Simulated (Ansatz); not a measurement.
Mg5Pd, space group P-62m, a scan of one input key

Program: Ansatz 0.2.0, Python API.

Script `edit_mg5pd.py`:
```python
"""Editing single keys of the input for Mg5Pd."""

import ansatz as az
import pandas as pd

mg5pd = (
    az.Lattice.of([5.258942, 0.0, 0.0], [-2.629471, 4.554378, 0.0], [0.0, 0.0, 4.8219])
    .atom("Mg", [0.313035, 0.0, 0.5])
    .atom("Mg", [0.686965, 0.686965, 0.5])
    .atom("Mg", [0.0, 0.313035, 0.5])
    .atom("Mg", [1 / 3, 2 / 3, 0.0])
    .atom("Mg", [2 / 3, 1 / 3, 0.0])
    .atom("Pd", [0.0, 0.0, 0.0])
)

job = (
    mg5pd.calculation()
    .kpoints(6, 6, 5, center="gamma")
    .functional("pbesol", dispersion="d4")
    .pseudopotentials("paw")
    .occupations("Methfessel-Paxton", width=0.1)
    .band_table()
)
typed = job.input()
rows = []
for value in [2, 5, 10]:
    edited = typed.set(az.key.scf.mixing.ndim, value)
    report = az.Session.from_dict(edited).plan().execute().report
    rows.append((value, report["free_energy_ev"], report["n_iterations"], len(report["eigenvalues_ev"][0]) if "eigenvalues_ev" in report else 0))
print(pd.DataFrame(rows, columns=["history", "F eV", "iterations", "bands listed"]).round(4).to_string(index=False))
```

```console
$ python edit_mg5pd.py
DeckWarning: basis.ecutwfc = 420 eV, auto-derived from the records' recommended cutoffs: set by Mg (normal level)
 history        F eV  iterations  bands listed
       2 -16468.7015           7            40
       5 -16468.7015           6            40
      10 -16468.7015           6            40
```
(Warnings from the package without file and line, repeats left out.)

Notes:
- Total energies depend on the potentials; only differences at equal settings carry meaning. A total without «per atom» is that of the whole cell that was run.
- No spin polarisation was allowed.
- Dispersion corrections can be off by several per cent in the lattices of metals, and by several GPa in the pressure at a fixed cell.
- The mesh is modest for a metal, so energies can be off by several to tens of meV an atom and pressures by half a GPa or more; differences at equal mesh fare better.
- The structure comes from a database of computed cells and needn't be a stable or known phase.
- Finished in 19 s on 1 thread of Arm Neoverse V2 (shared host), peak memory 0.45 GiB.
